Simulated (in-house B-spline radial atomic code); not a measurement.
# Yb: the cost of one run

Method: Dirac-Hartree-Fock, RPA and Brueckner orbitals, sums over states, B-spline basis. Code: an in-house B-spline radial atomic code, version 1.

## (1) What is computed

```
element     : ytterbium (Z = 70)
charge      : +37
closed core : [Ar] 3d10 4s2 4p1/2^2
nucleus     : mass number 174, rms radius 5.311 fm
note        : closed in jj coupling only
```

## (2) The run

Settings of the run, as the program recorded them:

```ini
basis_form = 2
Z = 70
core_configuration = [Ar] 3d10 4s2 4p-2
rms_radius = 5.3108
mass_number = 174
speed_of_light = 137.035999084
box_radius = 1.842
lmax = 6
intervals = 55
virtual_cutoff = 9800.0
```

Started as:

```bash
> python run_mb.py task.json out
```

Q: Estimate wall time and peak memory on 1 thread of Arm Neoverse N1, shared host.

About 30 s, with a peak of 0.22 GiB.
